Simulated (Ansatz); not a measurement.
# V2CuO6 (P-1) in Ansatz: relaxation of cell and atoms with PBEsol

Aim: the relaxation of cell and atoms of V2CuO6 with PBEsol.

Everything below comes from runs of Ansatz 0.2.0. Logs are shortened: lines on timing, memory, paths and dates and some standing lists are left out, and cuts for length are marked.

**1. The structure**

The typed cell holds 9 atoms: a = 3.654 Å, b = 4.968 Å, c = 6.796 Å, α = 76.73°, β = 85.37°, γ = 74.00°.

The cell is a database's computed one.

**2. Relaxation of cell and atoms, PBEsol, collinear spin, ferromagnetic start**

input.yaml reads:

```yaml
crystal:
  lattice:
    - [3.654391721, 0.0, 0.0]
    - [1.369314188, 4.7753053801, 0.0]
    - [0.5480755728, 1.4656840065, 6.6129012833]
  atoms:
    - { symbol: Cu, position: [0.0, 0.0, 0.0], spin: 0.6 }
    - { symbol: V, position: [0.801096, 0.439091, 0.324036], spin: 2.0 }
    - { symbol: V, position: [0.198904, 0.560909, 0.675964], spin: 2.0 }
    - { symbol: O, position: [0.714771, 0.554892, 0.594146] }
    - { symbol: O, position: [0.285229, 0.445108, 0.405854] }
    - { symbol: O, position: [0.730467, 0.709426, 0.115959] }
    - { symbol: O, position: [0.269533, 0.290574, 0.884041] }
    - { symbol: O, position: [0.933125, 0.120054, 0.250773] }
    - { symbol: O, position: [0.066875, 0.879946, 0.749227] }
hamiltonian:
  xc: pbesol
  pseudopotentials: { kind: paw }
magnetization:
  spin_polarized: true
kpoints:
  mp_grid: { grid: [8, 6, 4] }
scf:
  occupations: { method: fermi_dirac, width: 0.05 }
output:
  forces: true
  stress: true
  eigenvalues: true
relax:
  f_tol: 0.01
  max_steps: 40
  cell: { stress_tol: 0.05 }
```

Potentials or basis: Ansatz PAW.

The run is started by

```sh
ansatz run input.yaml --threads 4 --pin off --max-ram 11264MiB --backend cpu --events-out ev --progress --plain --runs-dir out
```

The log of the run:

```text
Warning: RAYON_NUM_THREADS=4 ignored (pool sized by the plan → 4); use --threads N
Engine: ansatz 0.2.0, x86_64-unknown-linux-gnu
Pseudopotentials: kind: paw
Pseudopotential: Cu, paw, valence charge 19, recommended cutoff 420 eV (normal), Cu.paw.azcp
Pseudopotential: V, paw, valence charge 13, recommended cutoff 420 eV (normal), V.paw.azcp
Pseudopotential: O, paw, valence charge 6, recommended cutoff 420 eV (normal), O.paw.azcp
Functional definition: PBEsol
  exchange = pbesol_x
  correlation = pbesol_c
Crystal: 9 atoms, lattice volume = 115.401 Å³
Basis set: ecut = 420 eV, 2255 PW (Γ), exchange–correlation on 50×72×96 points (8 copies of the dense FFT grid, shifted against one another)
Bands: 52, of which v1, the nominal top of the filled ones, is band 41 counted from 1 (40 counted from 0)
Symmetry: 2 space group operations
Space group: P-1 (ITA 2), of the structure as read, at distance tolerance 4.9e-5 Å
Magnetic group: BNS 2.4 (UNI 4), of the structure as read, at distance tolerance 4.9e-5 Å
k-points: 100 of 192
Non-local potential: Cu, projectors of the file, l = 0: 3, l = 1: 2, l = 2: 3, l = 3: 1
Non-local potential: V, projectors of the file, l = 0: 3, l = 1: 2, l = 2: 3, l = 3: 1
Non-local potential: O, projectors of the file, l = 0: 2, l = 1: 2, l = 2: 1
PAW form: soft (Blöchl's): semilocal exchange-correlation on the pseudo side does not see the compensation charge
PAW frozen core: Cu, regenerated for the run's functional, and the local potential with it (the file was generated under x = pbe(κ = 0.804, μ = 0.2195149727645171), c = pbe(β = 0.06672455060314922))
PAW frozen core: V, regenerated for the run's functional, and the local potential with it (the file was generated under x = pbe(κ = 0.804, μ = 0.2195149727645171), c = pbe(β = 0.06672455060314922))
PAW frozen core: O, regenerated for the run's functional, and the local potential with it (the file was generated under x = pbe(κ = 0.804, μ = 0.2195149727645171), c = pbe(β = 0.06672455060314922))
PAW one-centre angular grid: Cu, 590 points (default); XC on 64 Gauss nodes
PAW one-centre angular grid: V, 590 points (default); XC on 64 Gauss nodes
PAW one-centre angular grid: O, 110 points (default); XC on 64 Gauss nodes
Initial density: superposition of atomic densities (chi_scale 0.1, normalization cell, long waves kept (reshape's long-wave potential 0.08 eV rms))
Starting moments: Σ|m| = 4.6 μB on 3 of 9 sites
Initial wavefunctions: pseudopotential atomic-orbital guess
Functional: x = pbesol(κ = 0.804, μ = 0.12345679012345678), c = pbesol(β = 0.046)
SCF iter   1: F=—  HF=-15724.688054 eV  |F-HF|=—  |Δ(HF+E_count)|=         —  Δρ=5.83e-2 (↑5.83e-2 ↓5.47e-2)  dr2=3.55e0  dr2_m=2.36e0  M=0.960 μB ∫|m|=2.864 μB  β_m=0.30  ethr=3.10e-3  ⟨swp⟩=6.1  Hψ=37403  notcnv=0  defer=1
Mixer restart at iter 1: flushing history
preconditioner: auto → Resta (q_TF=auto, 2.572 Å⁻¹)  ε∞=7.6  [insulator: Δε(μ)=0.180 eV  Ē_g=10.123 eV  σ=0.050 eV  W_gap=0.69  n_scr=30 (ndim 8)  ℏωp=26.1 eV  f_vac=0.059  D(μ)=0.76/eV (n_scr^D=2)  ε∞_Penn≈7.6]
spin=Collinear: Resta preconditioning applied to the charge; magnetization (m = ρ↑ − ρ↓) channel mixes plain (no charge-response kernel on spin).
SCF iter   2: F=—  HF=-15724.432057 eV  |F-HF|=—  |Δ(HF+E_count)|=   2.56e-1  Δρ=4.74e-2 (↑3.45e-2 ↓4.74e-2)  dr2=1.85e0  dr2_m=1.31e0  M=0.982 μB ∫|m|=2.749 μB  β_m=0.57  ethr=3.10e-3  ⟨swp⟩=2.3  Hψ=15598  notcnv=0  defer=548
SCF iter   3: F=—  HF=-15726.132487 eV  |F-HF|=—  |Δ(HF+E_count)|=    1.70e0  Δρ=3.00e-2 (↑3.00e-2 ↓2.75e-2)  dr2=1.55e0  dr2_m=3.79e-1  M=0.922 μB ∫|m|=2.012 μB  β_m=0.60  ethr=2.28e-3  ⟨swp⟩=2.1  Hψ=18361  notcnv=0  defer=548
SCF iter   4: F=—  HF=-15726.462938 eV  |F-HF|=—  |Δ(HF+E_count)|=   3.30e-1  Δρ=2.90e-2 (↑1.82e-2 ↓2.90e-2)  dr2=1.45e0  dr2_m=1.87e-1  M=0.997 μB ∫|m|=1.723 μB  β_m=0.53  ethr=1.91e-3  ⟨swp⟩=2.0  Hψ=21685  notcnv=0  defer=715
SCF iter   5: F=—  HF=-15726.334027 eV  |F-HF|=—  |Δ(HF+E_count)|=   1.29e-1  Δρ=1.10e-2 (↑1.10e-2 ↓8.18e-3)  dr2=6.52e-2  dr2_m=7.84e-2  M=0.996 μB ∫|m|=1.366 μB  β_m=0.76  ethr=1.78e-3  ⟨swp⟩=2.0  Hψ=14212  notcnv=0  defer=634
SCF iter   6: F=—  HF=-15726.463708 eV  |F-HF|=—  |Δ(HF+E_count)|=         —  Δρ=7.40e-3 (↑6.98e-3 ↓7.40e-3)  dr2=8.97e-2  dr2_m=3.00e-2  M=0.997 μB ∫|m|=1.077 μB  β_m=0.76  ethr=8.05e-5  ⟨swp⟩=2.1  Hψ=20211  notcnv=0  defer=599
Mixer restart at iter 6: flushing history
[... 319 lines left out ...]
basis re-selected at this cell: Δ(F+E_penalty+E_count) = -1.006e-3 eV, ΔP = +0.005 GPa vs the last step (what re-selecting the basis moved, of the pressure what is left beyond the Pulay correction that the steps carried, after the strain that the cell walked since its last selection, with what the two solves' SCF thresholds leave and, on support functions, any second-order correction that the steps lacked; it is no measure of the basis error at this ecutwfc). This SCF's stress stands 3.53e-2 GPa from its target on what of the cell is left free (relax.cell.stress_tol is 5.00e-2 GPa) and its largest allowed force component is 3.08e-3 eV/Å (relax.f_tol is 1.00e-2 eV/Å): within both
SCF converged after 9 iterations
Magnetization: 0.9990 μB (40.9995 up, 40.0005 down)
Absolute magnetization: 1.0543 μB (∫|ρ↑−ρ↓|, with the PAW one-centre terms)
Spin contamination: 0.0022 ħ² per cell (⟨S²⟩ above its minimum at these occupations)
Per-site moments (μB) at R_I (Å): [(0.5537028957729814, 0.7740611829412), (0.03739495880406357, 0.6832311760704421), (0.037394958804063724, 0.6832311760704428), (0.008480067715562098, 0.7718841911931205), (0.008480067715561963, 0.7718841911931195), (0.07027658259356062, 0.6871875682323785), (0.07027658259356052, 0.6871875682323779), (0.06239196087321743, 0.6832311760704421), (0.062391960873217356, 0.6832311760704428)]
Free energy (F): -15726.671195 eV
Harris-Foulkes:  -15726.671195 eV  (|F-HF|=1.09e-11)
Internal energy: -15726.670784 eV  (E = F + TS)
E sigma→0 (E₀):  -15726.670989 eV
Entropy (-TS):   -0.000412 eV (-0.046 meV/atom)
Fermi energy:    6.128379 eV
--- Per-component energies (eV) ---
  E_band       = -1236.813696
  E_kinetic    = 2011.867062
  E_local      = -11541.559590  (includes V_loc(G=0)·N_el)
  E_nonlocal   = 579.910013
  E_hartree    = 4874.997512
  E_xc         = -780.114178
  E_vxc        = -999.228483  (∫ρ·V_xc dr)
  E_paw        = -4701.444654  (= ΣΔE_a)
  E_vpaw       = -1037.812959  (= ΣTr[D̂ρ^β])
  E_aug_tail   = 0.015301  (compensation charges beyond the density's cutoff)
  E_ewald      = -6171.059538
  E_core_change = 0.717288  (= ΣΔE_core)
  E_smearing   = -0.000412  (= −TS)
  E_closure    = 0.000000  (closes the sum)
  Σ components = -15726.671195   (vs F -15726.671195, Δ=0.00e0)
--- Forces (eV/Å), atoms counted from 1 ---
  atom   1  Cu     0.00000000     0.00000000     0.00000000
  atom   2  V     -0.00036346    -0.00022831     0.00308278
  atom   3  V      0.00036346     0.00022831    -0.00308278
  atom   4  O     -0.00117231    -0.00010364     0.00009775
  atom   5  O      0.00117231     0.00010364    -0.00009775
  atom   6  O     -0.00014255     0.00024099    -0.00091278
  atom   7  O      0.00014255    -0.00024099     0.00091278
  atom   8  O      0.00016916    -0.00027576    -0.00052166
  atom   9  O     -0.00016916     0.00027576     0.00052166
  max |Σ_I F_I| component: 0.00e0 eV/Å
--- Stress (GPa, compression-positive) ---
       -0.001510      -0.003830      -0.001102
       -0.003830       0.014473      -0.020419
       -0.001102      -0.020419       0.015011
  P = ⅓ Tr σ = 0.0093 GPa (0.093 kbar)
--- Band table (eV; the first three rows and the last of 200) ---
  k-point 0 ↑: bands = ["-106.4603", "-64.3928", "-64.2555", "-63.2337", "-58.6632", "-58.6502", "-32.7946", "-32.7916", "-32.7486", "-32.6402", "-32.6113", "-32.5674", "-12.8056", "-11.8097", "-11.4969", "-11.2590", "-11.1289", "-11.0356", "0.0001", "0.1608", "0.2235", "0.5567", "1.2940", "1.4087", "1.6754", "1.8975", "2.2195", "2.3942", "2.4798", "2.8704", "3.2205", "3.5139", "3.8231", "3.8557", "3.9000", "4.0480", "4.1562", "4.3899", "4.4330", "4.8137", "5.6384", "7.7264", "8.2924", "8.8061", "8.9051", "9.2362", "9.4211", "10.2897", "10.3454", "10.4857", "10.6698", "11.3740"]
  k-point 1 ↑: bands = ["-106.4603", "-64.3928", "-64.2555", "-63.2337", "-58.6631", "-58.6502", "-32.7946", "-32.7914", "-32.7483", "-32.6407", "-32.6112", "-32.5675", "-12.7709", "-11.9243", "-11.4122", "-11.2688", "-11.1294", "-11.0309", "0.0656", "0.1676", "0.2310", "0.4966", "1.1626", "1.5135", "1.7265", "1.8703", "2.1994", "2.4131", "2.4453", "2.9263", "3.2405", "3.3874", "3.7009", "3.7932", "3.9501", "4.1568", "4.2204", "4.4032", "4.4940", "4.7949", "5.6385", "7.8033", "8.2292", "8.7810", "8.9262", "9.2940", "9.3716", "10.0022", "10.2043", "10.6750", "10.7906", "11.6962"]
  k-point 2 ↑: bands = ["-106.4603", "-64.3928", "-64.2555", "-63.2337", "-58.6631", "-58.6502", "-32.7945", "-32.7912", "-32.7480", "-32.6412", "-32.6112", "-32.5675", "-12.7308", "-12.0197", "-11.3385", "-11.2932", "-11.1285", "-11.0267", "0.1525", "0.1750", "0.2597", "0.3857", "1.1075", "1.5681", "1.7920", "1.8188", "2.1436", "2.4183", "2.4534", "3.0376", "3.0877", "3.4766", "3.5853", "3.6923", "3.9978", "4.2387", "4.2816", "4.3573", "4.5759", "4.7777", "5.6394", "7.9165", "8.1312", "8.7585", "8.9670", "9.2816", "9.3556", "9.8625", "10.0985", "10.7420", "10.8635", "12.4324"]
  k-point 99 ↓: bands = ["-105.7143", "-63.4136", "-63.3761", "-62.9287", "-58.5980", "-58.5975", "-32.7196", "-32.7192", "-32.6818", "-32.6763", "-32.5623", "-32.5621", "-11.6031", "-11.5633", "-11.3529", "-11.2241", "-11.0454", "-11.0348", "-0.0083", "0.1997", "0.4626", "0.7874", "0.9601", "1.2021", "1.3079", "1.3819", "1.7036", "1.8772", "2.2801", "3.1392", "3.1548", "3.2959", "3.7332", "4.0133", "4.1416", "4.4760", "4.4814", "4.7730", "4.9648", "5.2546", "6.6268", "7.7074", "7.9887", "8.7026", "8.7103", "9.3781", "9.5138", "10.0777", "10.3631", "10.9254", "11.2143", "15.2482"]
--- Relaxed structure (16 steps of the walk, 15 accepted, 3 SCFs on fresh bases) ---
  F+E_penalty+E_count = -15726.67119525 eV   max|allowed force component| = 3.083e-3 eV/Å   (the final SCF, on the basis selected at the relaxed cell)
  cell:  # Å, volume = 113.7603 Å³
    - [3.5876620391764664, -0.016037502858527012, -0.018182407434502553]
    - [1.323353632430598, 4.7819275233114515, -0.14112488577404142]
    - [0.4987329463779209, 1.2811589975014208, 6.5842054223385]
  atoms:
    - { symbol: Cu, position: [0.0, 0.0, 0.0] }
    - { symbol: V, position: [0.7822703336887308, 0.4699133165893879, 0.31565626443685935] }
    - { symbol: V, position: [0.21772966631126917, 0.5300866834106124, 0.6843437355631407] }
    - { symbol: O, position: [0.7354237301072615, 0.5031313095047112, 0.6067714157100135] }
    - { symbol: O, position: [0.264576269892739, 0.4968686904952892, 0.3932285842899863] }
    - { symbol: O, position: [0.7205346688056118, 0.7290694845162369, 0.11711797356965932] }
    - { symbol: O, position: [0.27946533119438877, 0.2709305154837636, 0.8828820264303406] }
    - { symbol: O, position: [0.9085268233667483, 0.15930223912032665, 0.23754663721513167] }
    - { symbol: O, position: [0.09147317663325194, 0.8406977608796737, 0.7624533627848686] }
```

Run time: 7 min. Hardware: 4 threads of Intel Xeon Platinum 8375C at 2.90GHz (Ice Lake), shared host; peak memory 1.2 GiB.

What came out:

| Item | Value |
| --- | --- |
| Free energy | -15726.6712 eV |
| Relaxed volume | 12.64 Å³/atom |
| Relaxed cell | a = 3.588 Å, b = 4.964 Å, c = 6.726 Å, α = 79.90°, β = 86.08°, γ = 74.79° |
| Space group after relaxing (to 0.05 Å) | P-1 (No. 2) |
| Energy gained by relaxing | 23.7 meV/atom |
| Ionic steps | 18 |
| Pressure after relaxing | 0.0 GPa |
| Largest force after relaxing | 0.003 eV/Å |
| Band gap on the k mesh | 0.53 eV, indirect (least direct gap 0.76 eV) |
| Net moment | 1.00 μB per cell |
| Absolute moment | 1.05 μB per cell |
| Site moments | Cu +0.55; V +0.04; O +0.01, +0.07, +0.06 μB |

Forces in eV/Å, atoms in the order of the input:
```
Cu   0.000  0.000  0.000
V    0.000  0.000  0.003
V    0.000  0.000 -0.003
O   -0.001  0.000  0.000
O    0.001  0.000  0.000
O    0.000  0.000 -0.001
O    0.000  0.000  0.001
O    0.000  0.000 -0.001
O    0.000  0.000  0.001
```

The path:
```tsv
step	energy change (eV)	largest force (eV/Å)	volume (Å³)
1	0.0000	1.0561	115.40
2	-0.1766	0.4151	111.38
3	-0.2150	0.0626	109.22
4	-0.2136	0.0797	111.28
5	-0.2126	0.0949	112.41
6	-0.2103	0.3656	113.08
7	-0.2099	0.1784	114.15
8	-0.2172	0.0162	113.18
9	-0.2171	0.0199	113.21
10	-0.2176	0.0038	113.13
11	-0.2123	0.0038	113.13
12	-0.2120	0.0236	113.32
13	-0.2117	0.0089	113.42
14	-0.2113	0.0043	113.52
15	-0.2132	0.0042	113.52
16	-0.2123	0.0125	113.74
17	-0.2122	0.0031	113.76
18	-0.2132	0.0031	113.76
```

Final structure:
```
Cu V O
1.0
     3.58766   -0.01604   -0.01818
     1.32335    4.78193   -0.14112
     0.49873    1.28116    6.58421
Cu V O
1 2 6
Direct
  0.00000 0.00000 0.00000
  0.78227 0.46991 0.31566
  0.21773 0.53009 0.68434
  0.73542 0.50313 0.60677
  0.26458 0.49687 0.39323
  0.72053 0.72907 0.11712
  0.27947 0.27093 0.88288
  0.90853 0.15930 0.23755
  0.09147 0.84070 0.76245
```

Caveat: the plane-wave basis is chosen anew once the cell has moved, so the energies of steps on either side of that aren't comparable; the pressure holds a Pulay correction of +0.7 GPa for the finite cutoff; a cell with one magnetic atom can't hold antiferromagnetic order, which such compounds often take; the PAW data sets come from PBE, with cores solved anew for the run's functional, which leaves a small shift of forces and pressure.

**3. The reference run**

An earlier run on the cell as given: functional PBEsol; potentials or basis Ansatz PAW; cutoff 420 eV (not typed: the program's choice for these potentials); k mesh 8 × 6 × 4; occupations fermi-dirac, width 0.05 eV; collinear spin, ferromagnetic start; starting moments [0.6, 2.0, 2.0, 0.0, 0.0, 0.0, 0.0, 0.0, 0.0] μB.

- Pressure: -9.2 GPa
- Largest force: 1.056 eV/Å
- Band gap on the k mesh: 0.48 eV, indirect (least direct gap 0.71 eV)
- Net moment: 1.00 μB per cell
- Absolute moment: 1.05 μB per cell
- Site moments: Cu +0.55; V +0.03; O +0.01, +0.07 μB
